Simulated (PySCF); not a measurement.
**[RuF2]+: structure of the sextet**

Where does sextet [RuF2]+ go from a PBE0 minimum start, is the end point a minimum, and what are its modes, charges and moments?

Method: PBE0, basis Ru def2-TZVP with ECP28, F def2-TZVP, scalar-relativistic core potentials, no spin–orbit coupling, density fitting; program: PySCF 2.14.0.

## 1. The starting structure

3 atoms, charge 1, spin multiplicity 6.

Bond lengths: Ru1–F2 1.821 Å, Ru1–F3 1.821 Å. Angles: F2–Ru1–F3 158.9°.

Coordinates in bohr (charge 1 multiplicity 6):
```
Ru    0.0000   -0.1708    0.0000
F     0.0000    0.4582    3.3832
F     0.0000    0.4582   -3.3832
```

## 2. First SCF at the start

The steps below are one call of a driver around PySCF. For each, scf.py gives the equivalent set-up of the SCF; relaxations use the driver's own optimiser. After this first run the driver tries any further starts and a stability analysis.

Input file scf.py:

```python
from pyscf import gto, scf, dft
mol = gto.M(atom='''
Ru     0.000000    -0.090404     0.000000
F     -0.000000     0.242456     1.790321
F     -0.000000     0.242456    -1.790321''',
    basis={'Ru': 'def2-TZVP', 'F': 'def2-TZVP'},
    ecp={'Ru': 'def2-TZVP'},
    charge=1, spin=5)
mf = dft.UKS(mol, xc='PBE0')
mf.grids.atom_grid = (50, 194)
aux = {'Ru': 'def2-universal-JKFIT', 'F': 'def2-universal-JKFIT'}
mf = mf.density_fit(auxbasis=aux)
mf.conv_tol = 1e-08
mf.diis_space = 10
mf.max_cycle = 60
mf.init_guess = 'minao'
mf.verbose = 4
mf.kernel()
```

Launch:

```bash
$ OMP_NUM_THREADS=2 python axn.py task.json out
```

What it wrote:

```text
init E= -286.576875304022
[... the frontier-level lines of each cycle are left out ...]
cycle= 1 E= -294.002851882454  delta_E= -7.43  |g|= 0.521  |ddm|= 2.93
cycle= 2 E= -293.333398088172  delta_E= 0.669  |g|= 1.51  |ddm|= 1.08
cycle= 3 E= -294.07958085372  delta_E= -0.746  |g|= 0.228  |ddm|= 0.753
cycle= 4 E= -294.098028998023  delta_E= -0.0184  |g|= 0.031  |ddm|= 0.189
cycle= 5 E= -294.098583825426  delta_E= -0.000555  |g|= 0.00563  |ddm|= 0.0415
cycle= 6 E= -294.098601143266  delta_E= -1.73e-05  |g|= 0.00233  |ddm|= 0.00864
cycle= 7 E= -294.098604242882  delta_E= -3.1e-06  |g|= 0.000814  |ddm|= 0.00317
cycle= 8 E= -294.098604684178  delta_E= -4.41e-07  |g|= 0.000189  |ddm|= 0.00113
cycle= 9 E= -294.098604729264  delta_E= -4.51e-08  |g|= 4.65e-05  |ddm|= 0.000406
cycle= 10 E= -294.098604731587  delta_E= -2.32e-09  |g|= 1.42e-05  |ddm|= 7.9e-05
Extra cycle  E= -294.098604731351  delta_E= 2.36e-10  |g|= 3.11e-05  |ddm|= 2.74e-05
converged SCF energy = -294.098604731351  <S^2> = 8.7570765  2S+1 = 6.0023584
```

This step, with its further starts and checks, ran for 7.9 s (2 threads of Intel Xeon 6975P-C (Granite Rapids), shared host).

The starts that the driver tried:

| start | energy (Eh) |
| --- | --- |
| the minimal-basis guess | -294.098605 |
| a thermally smeared density | -294.098605 |
| a smeared PBE density | -294.098605 |

The test of internal stability and the other starts found no lower solution of this spin.

## 3. PBE0 minimum start, sextet: relaxation

The program finds C2v symmetry in the start, which this walk keeps.

scf.py, as its differences from that of step 2:

```diff
@@ -4,2 +4,2 @@
-F     -0.000000     0.242456     1.790321
-F     -0.000000     0.242456    -1.790321''',
+F      0.000000     0.242456     1.790321
+F      0.000000     0.242456    -1.790321''',
@@ -16 +15,0 @@
-mf.init_guess = 'minao'
```

The optimiser's trace:

| step | energy (Eh) | change (kJ/mol) | largest symmetric gradient (Eh/bohr) |
| --- | --- | --- | --- |
| 0 | -294.098605 | 0.00 | 0.00021 |

The walk took 1.2 s.

Geometry (Å) and forces (eV/Å) at some steps:

```
step 0
Ru   0.000  -0.090   0.000   0.000   0.011   0.000
F    0.000   0.242   1.790   0.000  -0.005  -0.001
F    0.000   0.242  -1.790   0.000  -0.005   0.001
```

End point (C2v, 0 steps, 0.0 kJ/mol gained): Ru–F 1.821 Å (×2); F–Ru–F 158.9°.

## 4. Is it a minimum? Harmonic modes

The point is checked on the finer grid, and tightened if its gradient asks for it. The Hessian and the dipole derivatives come from central differences of analytic gradients, with steps of 0.02 bohr.

scf.py, as its differences from that of step 3:

```diff
@@ -3,3 +3,3 @@
-Ru     0.000000    -0.090404     0.000000
-F      0.000000     0.242456     1.790321
-F      0.000000     0.242456    -1.790321''',
+Ru     0.000000    -0.084453     0.000000
+F      0.000000     0.239480     1.792026
+F      0.000000     0.239480    -1.792026''',
@@ -10 +10 @@
-mf.grids.atom_grid = (50, 194)
+mf.grids.atom_grid = (75, 302)
@@ -13 +13 @@
-mf.conv_tol = 1e-08
+mf.conv_tol = 1e-10
```

This SCF starts from the last density.

SCF at the final geometry:

```text
init E= -294.098620432128
[... the frontier-level lines of each cycle are left out ...]
cycle= 1 E= -294.098620431845  delta_E= 2.83e-10  |g|= 3.09e-05  |ddm|= 1.98e-05
cycle= 2 E= -294.098620429732  delta_E= 2.11e-09  |g|= 8.44e-05  |ddm|= 5.42e-05
cycle= 3 E= -294.098620432172  delta_E= -2.44e-09  |g|= 1.46e-07  |ddm|= 3.97e-05
cycle= 4 E= -294.098620432171  delta_E= 5.68e-13  |g|= 8.57e-08  |ddm|= 1.03e-07
Extra cycle  E= -294.098620432171  delta_E= 5.68e-13  |g|= 2.01e-07  |ddm|= 1.56e-07
converged SCF energy = -294.098620432171  <S^2> = 8.7570788  2S+1 = 6.0023591
```

The whole step took 32 s.

Geometry: C2v; Ru–F 1.821 Å (×2); F–Ru–F 159.5°.

Harmonic modes (main isotopes):

```json
{"symmetry": "a1", "ω (cm⁻¹)": "82", "IR (km/mol)": "22.8"}
{"symmetry": "a1", "ω (cm⁻¹)": "693", "IR (km/mol)": "4.8"}
{"symmetry": "b2", "ω (cm⁻¹)": "777", "IR (km/mol)": "170"}
```

All wavenumbers are real: a minimum.

Properties at this point:

```
Dipole moment about the centre of mass                          : 1.32 D
Highest occupied level                                          : -16.70 eV
Lowest empty level                                              : -13.14 eV
Rotational constants                                            : 5.805, 0.1382, 0.1349 cm⁻¹
Zero-point energy                                               : 9.3 kJ/mol
Principal polarisabilities                                      : 16.9, 17.6, 43.6 bohr³
Principal traceless quadrupole moments about the centre of mass : -7.83, 3.82, 4.01 D Å
Entropy at 298.15 K and 1 bar (electronic part: spin only)      : 290.9 J/(mol K)
Heat capacity Cp at 298.15 K                                    : 47.9 J/(mol K)
Enthalpy at 298.15 K above 0 K                                  : 12.46 kJ/mol
Rotational symmetry number                                      : 2
Spin squared ⟨S²⟩                                               : 8.757
```

Populations by atom (charges in e):

```json
{"atom": "Ru1", "Mulliken": "1.65", "Löwdin": "1.35", "polar tensor": "2.03", "spin (Mulliken)": "4.33", "Mayer order to Ru1": "–"}
{"atom": "F2,3", "Mulliken": "-0.33", "Löwdin": "-0.17", "polar tensor": "-0.51", "spin (Mulliken)": "0.33", "Mayer order to Ru1": "1.01"}
```

Mulliken populations on Ru1 (outside its core potential): s 2.43, p 6.15, d 5.76, f 0.02.

## 5. Outcome

```
                                          quantity                             value
                                           minimum                       sextet, C2v
                                          geometry  Ru–F 1.821 Å (×2); F–Ru–F 159.5°
                                wavenumbers (cm⁻¹)       82 (a1), 693 (a1), 777 (b2)
                    dipole moment (centre of mass)                            1.32 D
highest occupied, lowest empty level (either spin)                 -16.70, -13.14 eV
                        polar-tensor charge of Ru1                           +2.03 e
                                 zero-point energy                        9.3 kJ/mol
                               entropy at 298.15 K                   290.9 J/(mol K)
                                              ⟨S²⟩                             8.757
```

In words: The PBE0 minimum start keeps its C2v symmetry and ends in a minimum. In the infrared the band at 777 cm⁻¹ (b2, stretch) leads. Most of the spin sits on Ru1 (Mulliken spin 4.33, against 5 for the whole molecule). Only this shape and spin were tried, so other structures or states may lie lower. One determinant may miss the lowest occupation of an open d or f shell.

The search up to here took 41 s.
